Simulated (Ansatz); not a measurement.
**Br− with PH3: interaction against distance, part 1 of 3**

How does the interaction of this pair fall off with distance, and which methods keep to CCSD(T) along the way?

Computed with Ansatz 0.2.0, Gaussian basis. Level: single points in def2-TZVPPD, with counterpoise.

Correlated methods freeze the cores. Filled d shells of the heavier atoms are correlated. B3LYP uses VWN-RPA correlation.

40 further runs of the same task are left out: 40 set aside as unsound or not needed.

## (1) Where the work starts

The relaxed pair: 5 atoms, charge -1, spin multiplicity 1.

Atoms are counted from 1 here; the program's logs count them from 0.

Bond lengths: P2–H3 1.422 Å, P2–H4 1.422 Å, P2–H5 1.441 Å. Angles: H3–P2–H4 92.8°, H3–P2–H5 94.6°, H4–P2–H5 94.6°.

Geometry (Å):

```xyz
5
charge -1, multiplicity 1
Br    0.1181   -0.3726   -2.9095
P    -0.5650    0.1363    0.9287
H     0.3352   -0.8780    1.3561
H     0.4028    1.1643    1.0982
H    -0.2911   -0.0499   -0.4734
```

Atoms 1 to 1 are fragment A, the rest fragment B. The contact Br1–H5 is 2.49 Å. Interaction at this geometry, from earlier runs: PBE-D4 -30.50, r2SCAN-D4 -26.45, PBE0-D4 -27.49, B3LYP-D4 -24.22, wB97M-V -21.28, Hartree-Fock -5.76, MP2 -21.21, CCSD -17.23, CCSD(T) -19.59 kJ/mol. Each point needs the pair (ab) and both fragments with ghost atoms (a, b).

## (2) B moved by -0.25 Å, wB97M-V/def2-TZVPPD

Contents of ab/in.yaml:

```yaml
crystal:
  periodic: [false, false, false]
  atoms:
    - {symbol: Br, position_ang: [0.118084, -0.372636, -2.909541]}
    - {symbol: P, position_ang: [-0.555020, 0.104705, 0.681826]}
    - {symbol: H, position_ang: [0.345198, -0.909656, 1.109228]}
    - {symbol: H, position_ang: [0.412789, 1.132643, 0.851251]}
    - {symbol: H, position_ang: [-0.281062, -0.081543, -0.720295]}
basis:
  gaussian: {orbitals: "def2-TZVPPD.json"}
total_charge: -1
hamiltonian: {xc: {name: wB97M-V}}
```

Contents of a/in.yaml:

```yaml
crystal:
  periodic: [false, false, false]
  atoms:
    - {symbol: Br, position_ang: [0.118084, -0.372636, -2.909541]}
basis:
  gaussian:
    orbitals: "def2-TZVPPD.json"
    ghost_atoms:
      - {symbol: P, position_ang: [-0.555020, 0.104705, 0.681826]}
      - {symbol: H, position_ang: [0.345198, -0.909656, 1.109228]}
      - {symbol: H, position_ang: [0.412789, 1.132643, 0.851251]}
      - {symbol: H, position_ang: [-0.281062, -0.081543, -0.720295]}
total_charge: -1
hamiltonian: {xc: {name: wB97M-V}}
```

Contents of b/in.yaml:

```yaml
crystal:
  periodic: [false, false, false]
  atoms:
    - {symbol: P, position_ang: [-0.555020, 0.104705, 0.681826]}
    - {symbol: H, position_ang: [0.345198, -0.909656, 1.109228]}
    - {symbol: H, position_ang: [0.412789, 1.132643, 0.851251]}
    - {symbol: H, position_ang: [-0.281062, -0.081543, -0.720295]}
basis:
  gaussian:
    orbitals: "def2-TZVPPD.json"
    ghost_atoms:
      - {symbol: Br, position_ang: [0.118084, -0.372636, -2.909541]}
hamiltonian: {xc: {name: wB97M-V}}
```

The basis file named in the input lies beside it (Basis Set Exchange, JSON).

The same command starts each run, in its folder.

Launch:

```sh
$ ansatz run in.yaml --threads 2 --pin off --events-out ev --progress --plain --max-ram 5222MiB
```

Output in ab, cut to the lines that bear on the results:

```text
Functional definition: wB97M-V
  name "wB97M-V"
  cite "Mardirossian & Head-Gordon, J. Chem. Phys. 144, 214110 (2016) doi:10.1063/1.4952647"
  cite "Becke, J. Chem. Phys. 107, 8554 (1997) doi:10.1063/1.475007"
  cite "Vydrov & Van Voorhis, J. Chem. Phys. 133, 244103 (2010) doi:10.1063/1.3521275"
  # Of w^i u^j: cxij and so on, Table III.
[...]
  gx(w, u) = 1 - cx + cx01*u + cx10*w
  gss(w, u) = css00 + css04*u^4 + css10*w + css20*w^2 + css43*w^4*u^3
  gos(w, u) = cos00 + cos10*w + (cos20 + cos21*u)*w^2 + (cos60 + cos61*u)*w^6
[...]
      + integral(e_c_pw_mod_opposite_spin*gos(b97_w_opposite, b97_u_opposite)) + vv10(b, c)
951 factors; their error is unknown
224 factors; integrals over basis functions are off by at most 5.0e-5 eV
[...]
mean field -79381.49874978 eV, -2917.2162723421 hartree, gradient 8.4e-5 eV, S^2 0.000000; 0 other end points of the search recorded, 0 dependent functions left out
reference -79381.49880854 eV, -2917.2162745014 hartree; 27, 27 occupied and 129, 129 virtual orbitals, 951 factors
Total energy: -79381.49880854 eV, -2917.2162745014 hartree
```

Output in a, cut to the lines that bear on the results:

```text
[... 5 set-up lines as earlier in the session ...]
  # Of w^i u^j: cxij and so on, Table III.
[...]
  gx(w, u) = 1 - cx + cx01*u + cx10*w
[...]
      + integral(e_c_pw_mod_opposite_spin*gos(b97_w_opposite, b97_u_opposite)) + vv10(b, c)
916 factors; their error is unknown
214 factors; integrals over basis functions are off by at most 5.0e-5 eV
[...]
mean field -70044.68730421 eV, -2574.0947804353 hartree, gradient 2.5e-5 eV, S^2 0.000000; 0 other end points of the search recorded, 0 dependent functions left out
reference -70044.68736949 eV, -2574.0947828346 hartree; 18, 18 occupied and 138, 138 virtual orbitals, 916 factors
Total energy: -70044.68736949 eV, -2574.0947828346 hartree
```

b printed, cut to the lines that bear on the results:

```text
[... 5 set-up lines as earlier in the session ...]
  # Of w^i u^j: cxij and so on, Table III.
[...]
  gx(w, u) = 1 - cx + cx01*u + cx10*w
[...]
      + integral(e_c_pw_mod_opposite_spin*gos(b97_w_opposite, b97_u_opposite)) + vv10(b, c)
916 factors; their error is unknown
209 factors; integrals over basis functions are off by at most 4.9e-5 eV
[...]
mean field -9336.65295456 eV, -343.1156674694 hartree, gradient 4.1e-5 eV, S^2 0.000000; 0 other end points of the search recorded, 0 dependent functions left out
reference -9336.65300377 eV, -343.1156692777 hartree; 9, 9 occupied and 147, 147 virtual orbitals, 916 factors
Total energy: -9336.65300377 eV, -343.1156692777 hartree
```

Times: 7.5 s (ab), 5.5 s (a), 4.2 s (b) on 2 threads of Arm Neoverse V1, shared host; peak memory 0.41 GiB.

Interaction: -15.29 kJ/mol.

## (3) B moved by -0.25 Å, CCSD(T)/def2-TZVPPD

Each input of step 2 (ab, a, b) changes in the same lines:

```diff
-hamiltonian: {xc: {name: wB97M-V}}
+correlation: {method: ccsd_t}
```

One command serves all of them, each in its own folder.

Launch:

```sh
$ ansatz run in.yaml --threads 2 --pin off --events-out ev --progress --plain --max-ram 5222MiB
```

ab printed, cut to the lines that bear on the results:

```text
Functional definition: HF
  name "HF"
  cite "Fock, Z. Phys. 61, 126 (1930) doi:10.1007/BF01340294"
  parent pbe
[...]
901 factors; integrals over basis functions are off by at most 1.2e-3 eV
[...]
mean field -79320.32064197 eV, -2914.9680183480 hartree, gradient 8.0e-6 eV, S^2 0.000000; 0 other end points of the search recorded, 0 dependent functions left out
14 core orbitals not correlated: weight in the atoms' cores, before any rotation towards them, 1.000 or more for the frozen orbitals, at most 0.000 for the correlated occupied ones
reference -79320.32064197 eV, -2914.9680183480 hartree; 13, 13 occupied and 129, 129 virtual orbitals, 901 factors
second order -12.68408239 eV of doubles, -0.00000000 eV of singles
cycle   1  -13.17179718 eV  change   -4.9e-1 eV  update   7.4e-2
[...]
cycle   9  -13.54493564 eV  change   -3.2e-5 eV  update   2.2e-5
perturbative correction -0.48261287 eV, -0.0177356958 hartree
Total energy: -79334.34819048 eV, -2915.4835212476 hartree
```

Log of a, cut to the lines that bear on the results:

```text
[... 4 set-up lines as earlier in the session ...]
[...]
900 factors; integrals over basis functions are off by at most 1.2e-3 eV
[...]
mean field -70000.94066892 eV, -2572.4871212409 hartree, gradient 7.7e-6 eV, S^2 0.000000; 0 other end points of the search recorded, 0 dependent functions left out
9 core orbitals not correlated: weight in the atoms' cores, before any rotation towards them, 1.000 or more for the frozen orbitals, at most 0.000 for the correlated occupied ones
reference -70000.94066892 eV, -2572.4871212409 hartree; 9, 9 occupied and 138, 138 virtual orbitals, 900 factors
second order -7.78362435 eV of doubles, -0.00000000 eV of singles
cycle   1  -7.77062769 eV  change    1.3e-2 eV  update   4.2e-2
[...]
cycle   8  -7.92973978 eV  change    1.6e-5 eV  update   2.1e-5
perturbative correction -0.25862113 eV, -0.0095041511 hartree
Total energy: -70009.12902982 eV, -2572.7880379539 hartree
```

Output in b, cut to the lines that bear on the results:

```text
[... 4 set-up lines as earlier in the session ...]
[...]
861 factors; integrals over basis functions are off by at most 1.2e-3 eV
[...]
mean field -9319.45582853 eV, -342.4836847444 hartree, gradient 2.1e-6 eV, S^2 0.000000; 0 other end points of the search recorded, 0 dependent functions left out
5 core orbitals not correlated: weight in the atoms' cores, before any rotation towards them, 1.000 or more for the frozen orbitals, at most 0.000 for the correlated occupied ones
reference -9319.45582853 eV, -342.4836847444 hartree; 4, 4 occupied and 147, 147 virtual orbitals, 861 factors
second order -4.66161490 eV of doubles, -0.00000000 eV of singles
cycle   1  -5.22042279 eV  change   -5.6e-1 eV  update   5.8e-2
[...]
cycle   9  -5.43941117 eV  change    1.8e-6 eV  update   7.2e-6
perturbative correction -0.18877757 eV, -0.0069374476 hartree
Total energy: -9325.08401727 eV, -342.6905168656 hartree
```

They took 28 s (ab), 16 s (a), 5.5 s (b) on 2 threads of Arm Neoverse V1, shared host; peak memory 1 GiB.

Interaction: -13.04 kJ/mol.

## (4) B moved by -0.12 Å, wB97M-V/def2-TZVPPD

Contents of ab/in.yaml:

```yaml
crystal:
  periodic: [false, false, false]
  atoms:
    - {symbol: Br, position_ang: [0.118084, -0.372636, -2.909541]}
    - {symbol: P, position_ang: [-0.560031, 0.120516, 0.805280]}
    - {symbol: H, position_ang: [0.340187, -0.893845, 1.232682]}
    - {symbol: H, position_ang: [0.407778, 1.148454, 0.974705]}
    - {symbol: H, position_ang: [-0.286074, -0.065732, -0.596841]}
basis:
  gaussian: {orbitals: "def2-TZVPPD.json"}
total_charge: -1
hamiltonian: {xc: {name: wB97M-V}}
```

Contents of a/in.yaml:

```yaml
crystal:
  periodic: [false, false, false]
  atoms:
    - {symbol: Br, position_ang: [0.118084, -0.372636, -2.909541]}
basis:
  gaussian:
    orbitals: "def2-TZVPPD.json"
    ghost_atoms:
      - {symbol: P, position_ang: [-0.560031, 0.120516, 0.805280]}
      - {symbol: H, position_ang: [0.340187, -0.893845, 1.232682]}
      - {symbol: H, position_ang: [0.407778, 1.148454, 0.974705]}
      - {symbol: H, position_ang: [-0.286074, -0.065732, -0.596841]}
total_charge: -1
hamiltonian: {xc: {name: wB97M-V}}
```

Contents of b/in.yaml:

```yaml
crystal:
  periodic: [false, false, false]
  atoms:
    - {symbol: P, position_ang: [-0.560031, 0.120516, 0.805280]}
    - {symbol: H, position_ang: [0.340187, -0.893845, 1.232682]}
    - {symbol: H, position_ang: [0.407778, 1.148454, 0.974705]}
    - {symbol: H, position_ang: [-0.286074, -0.065732, -0.596841]}
basis:
  gaussian:
    orbitals: "def2-TZVPPD.json"
    ghost_atoms:
      - {symbol: Br, position_ang: [0.118084, -0.372636, -2.909541]}
hamiltonian: {xc: {name: wB97M-V}}
```

One command serves all of them, each in its own folder.

Launch:

```sh
$ ansatz run in.yaml --threads 2 --pin off --events-out ev --progress --plain --max-ram 5222MiB
```

Log of ab, cut to the lines that bear on the results:

```text
[... 5 set-up lines as earlier in the session ...]
  # Of w^i u^j: cxij and so on, Table III.
[...]
  gx(w, u) = 1 - cx + cx01*u + cx10*w
[...]
      + integral(e_c_pw_mod_opposite_spin*gos(b97_w_opposite, b97_u_opposite)) + vv10(b, c)
951 factors; their error is unknown
224 factors; integrals over basis functions are off by at most 5.1e-5 eV
[...]
mean field -79381.53979890 eV, -2917.2177808694 hartree, gradient 5.2e-5 eV, S^2 0.000000; 0 other end points of the search recorded, 0 dependent functions left out
reference -79381.53985750 eV, -2917.2177830230 hartree; 27, 27 occupied and 129, 129 virtual orbitals, 951 factors
Total energy: -79381.53985750 eV, -2917.2177830230 hartree
```

a printed, cut to the lines that bear on the results:

```text
[... 5 set-up lines as earlier in the session ...]
  # Of w^i u^j: cxij and so on, Table III.
[...]
  gx(w, u) = 1 - cx + cx01*u + cx10*w
[...]
      + integral(e_c_pw_mod_opposite_spin*gos(b97_w_opposite, b97_u_opposite)) + vv10(b, c)
916 factors; their error is unknown
214 factors; integrals over basis functions are off by at most 5.2e-5 eV
[...]
mean field -70044.68664291 eV, -2574.0947561329 hartree, gradient 5.6e-5 eV, S^2 0.000000; 0 other end points of the search recorded, 0 dependent functions left out
reference -70044.68670762 eV, -2574.0947585111 hartree; 18, 18 occupied and 138, 138 virtual orbitals, 916 factors
Total energy: -70044.68670762 eV, -2574.0947585111 hartree
```

b printed, cut to the lines that bear on the results:

```text
[... 5 set-up lines as earlier in the session ...]
  # Of w^i u^j: cxij and so on, Table III.
[...]
  gx(w, u) = 1 - cx + cx01*u + cx10*w
[...]
      + integral(e_c_pw_mod_opposite_spin*gos(b97_w_opposite, b97_u_opposite)) + vv10(b, c)
916 factors; their error is unknown
209 factors; integrals over basis functions are off by at most 5.4e-5 eV
[...]
mean field -9336.65281131 eV, -343.1156622052 hartree, gradient 3.8e-5 eV, S^2 0.000000; 0 other end points of the search recorded, 0 dependent functions left out
reference -9336.65285998 eV, -343.1156639937 hartree; 9, 9 occupied and 147, 147 virtual orbitals, 916 factors
Total energy: -9336.65285998 eV, -343.1156639937 hartree
```

They took 8.5 s (ab), 7 s (a), 5.5 s (b) on 2 threads of Arm Neoverse V1, shared host; peak memory 0.41 GiB.

This point gives -19.33 kJ/mol.

## (5) B moved by -0.12 Å, CCSD(T)/def2-TZVPPD

The same edit goes into each in.yaml of step 4 (ab, a, b):

```diff
-hamiltonian: {xc: {name: wB97M-V}}
+correlation: {method: ccsd_t}
```

Each run has its own folder and the same command.

Launch:

```sh
$ ansatz run in.yaml --threads 2 --pin off --events-out ev --progress --plain --max-ram 5222MiB
```

Log of ab, cut to the lines that bear on the results:

```text
[... 4 set-up lines as earlier in the session ...]
[...]
901 factors; integrals over basis functions are off by at most 1.0e-3 eV
[...]
mean field -79320.40215863 eV, -2914.9710140300 hartree, gradient 8.5e-6 eV, S^2 0.000000; 0 other end points of the search recorded, 0 dependent functions left out
14 core orbitals not correlated: weight in the atoms' cores, before any rotation towards them, 1.000 or more for the frozen orbitals, at most 0.000 for the correlated occupied ones
reference -79320.40215863 eV, -2914.9710140300 hartree; 13, 13 occupied and 129, 129 virtual orbitals, 901 factors
second order -12.63276206 eV of doubles, -0.00000000 eV of singles
cycle   1  -13.13262267 eV  change   -5.0e-1 eV  update   7.4e-2
[...]
cycle   9  -13.50644885 eV  change   -3.0e-5 eV  update   2.1e-5
perturbative correction -0.47593865 eV, -0.0174904228 hartree
Total energy: -79334.38454613 eV, -2915.4848572929 hartree
```

a printed, cut to the lines that bear on the results:

```text
[... 4 set-up lines as earlier in the session ...]
[...]
900 factors; integrals over basis functions are off by at most 1.1e-3 eV
[...]
mean field -70000.94019478 eV, -2572.4871038168 hartree, gradient 7.6e-6 eV, S^2 0.000000; 0 other end points of the search recorded, 0 dependent functions left out
9 core orbitals not correlated: weight in the atoms' cores, before any rotation towards them, 1.000 or more for the frozen orbitals, at most 0.000 for the correlated occupied ones
reference -70000.94019478 eV, -2572.4871038168 hartree; 9, 9 occupied and 138, 138 virtual orbitals, 900 factors
second order -7.77629280 eV of doubles, -0.00000000 eV of singles
cycle   1  -7.76398577 eV  change    1.2e-2 eV  update   4.2e-2
[...]
cycle   8  -7.92301149 eV  change    1.7e-5 eV  update   2.1e-5
perturbative correction -0.25784232 eV, -0.0094755304 hartree
Total energy: -70009.12104859 eV, -2572.7877446491 hartree
```

Output in b, cut to the lines that bear on the results:

```text
[... 4 set-up lines as earlier in the session ...]
[...]
861 factors; integrals over basis functions are off by at most 1.0e-3 eV
[...]
mean field -9319.45577600 eV, -342.4836828140 hartree, gradient 2.1e-6 eV, S^2 0.000000; 0 other end points of the search recorded, 0 dependent functions left out
5 core orbitals not correlated: weight in the atoms' cores, before any rotation towards them, 1.000 or more for the frozen orbitals, at most 0.000 for the correlated occupied ones
reference -9319.45577600 eV, -342.4836828140 hartree; 4, 4 occupied and 147, 147 virtual orbitals, 861 factors
second order -4.66101874 eV of doubles, -0.00000000 eV of singles
cycle   1  -5.21993654 eV  change   -5.6e-1 eV  update   5.8e-2
[...]
cycle   9  -5.43892137 eV  change    2.1e-6 eV  update   7.2e-6
perturbative correction -0.18871775 eV, -0.0069352495 hartree
Total energy: -9325.08341513 eV, -342.6904947373 hartree
```

Times: 33 s (ab), 20 s (a), 7.5 s (b) on 2 threads of Arm Neoverse V1, shared host; peak memory 1 GiB.

ab − a − b = -17.38 kJ/mol.

## (6) B moved by +0.12 Å, wB97M-V/def2-TZVPPD

Contents of ab/in.yaml:

```yaml
crystal:
  periodic: [false, false, false]
  atoms:
    - {symbol: Br, position_ang: [0.118084, -0.372636, -2.909541]}
    - {symbol: P, position_ang: [-0.570053, 0.152139, 1.052188]}
    - {symbol: H, position_ang: [0.330164, -0.862223, 1.479590]}
    - {symbol: H, position_ang: [0.397756, 1.180076, 1.221614]}
    - {symbol: H, position_ang: [-0.296096, -0.034110, -0.349933]}
basis:
  gaussian: {orbitals: "def2-TZVPPD.json"}
total_charge: -1
hamiltonian: {xc: {name: wB97M-V}}
```

Contents of a/in.yaml:

```yaml
crystal:
  periodic: [false, false, false]
  atoms:
    - {symbol: Br, position_ang: [0.118084, -0.372636, -2.909541]}
basis:
  gaussian:
    orbitals: "def2-TZVPPD.json"
    ghost_atoms:
      - {symbol: P, position_ang: [-0.570053, 0.152139, 1.052188]}
      - {symbol: H, position_ang: [0.330164, -0.862223, 1.479590]}
      - {symbol: H, position_ang: [0.397756, 1.180076, 1.221614]}
      - {symbol: H, position_ang: [-0.296096, -0.034110, -0.349933]}
total_charge: -1
hamiltonian: {xc: {name: wB97M-V}}
```

Contents of b/in.yaml:

```yaml
crystal:
  periodic: [false, false, false]
  atoms:
    - {symbol: P, position_ang: [-0.570053, 0.152139, 1.052188]}
    - {symbol: H, position_ang: [0.330164, -0.862223, 1.479590]}
    - {symbol: H, position_ang: [0.397756, 1.180076, 1.221614]}
    - {symbol: H, position_ang: [-0.296096, -0.034110, -0.349933]}
basis:
  gaussian:
    orbitals: "def2-TZVPPD.json"
    ghost_atoms:
      - {symbol: Br, position_ang: [0.118084, -0.372636, -2.909541]}
hamiltonian: {xc: {name: wB97M-V}}
```

The same command starts each run, in its folder.

Launch:

```sh
$ ansatz run in.yaml --threads 2 --pin off --events-out ev --progress --plain --max-ram 5222MiB
```

Log of ab, cut to the lines that bear on the results:

```text
[... 5 set-up lines as earlier in the session ...]
  # Of w^i u^j: cxij and so on, Table III.
[...]
  gx(w, u) = 1 - cx + cx01*u + cx10*w
[...]
      + integral(e_c_pw_mod_opposite_spin*gos(b97_w_opposite, b97_u_opposite)) + vv10(b, c)
951 factors; their error is unknown
224 factors; integrals over basis functions are off by at most 5.3e-5 eV
[...]
mean field -79381.56462539 eV, -2917.2186932262 hartree, gradient 3.2e-5 eV, S^2 0.000000; 0 other end points of the search recorded, 0 dependent functions left out
reference -79381.56468376 eV, -2917.2186953710 hartree; 27, 27 occupied and 129, 129 virtual orbitals, 951 factors
Total energy: -79381.56468376 eV, -2917.2186953710 hartree
```

Output in a, cut to the lines that bear on the results:

```text
[... 5 set-up lines as earlier in the session ...]
  # Of w^i u^j: cxij and so on, Table III.
[...]
  gx(w, u) = 1 - cx + cx01*u + cx10*w
[...]
      + integral(e_c_pw_mod_opposite_spin*gos(b97_w_opposite, b97_u_opposite)) + vv10(b, c)
916 factors; their error is unknown
215 factors; integrals over basis functions are off by at most 5.4e-5 eV
[...]
mean field -70044.68544817 eV, -2574.0947122272 hartree, gradient 3.6e-5 eV, S^2 0.000000; 0 other end points of the search recorded, 0 dependent functions left out
reference -70044.68551167 eV, -2574.0947145608 hartree; 18, 18 occupied and 138, 138 virtual orbitals, 916 factors
Total energy: -70044.68551167 eV, -2574.0947145608 hartree
```

b printed, cut to the lines that bear on the results:

```text
[... 5 set-up lines as earlier in the session ...]
  # Of w^i u^j: cxij and so on, Table III.
[...]
  gx(w, u) = 1 - cx + cx01*u + cx10*w
[...]
      + integral(e_c_pw_mod_opposite_spin*gos(b97_w_opposite, b97_u_opposite)) + vv10(b, c)
916 factors; their error is unknown
209 factors; integrals over basis functions are off by at most 6.1e-5 eV
[...]
mean field -9336.65259508 eV, -343.1156542588 hartree, gradient 3.7e-5 eV, S^2 0.000000; 0 other end points of the search recorded, 0 dependent functions left out
reference -9336.65264259 eV, -343.1156560046 hartree; 9, 9 occupied and 147, 147 virtual orbitals, 916 factors
Total energy: -9336.65264259 eV, -343.1156560046 hartree
```

Times: 8 s (ab), 6 s (a), 4.6 s (b) on 2 threads of Arm Neoverse V1, shared host; peak memory 0.41 GiB.

ab − a − b = -21.86 kJ/mol.

(Continued in part 2 of 3.)
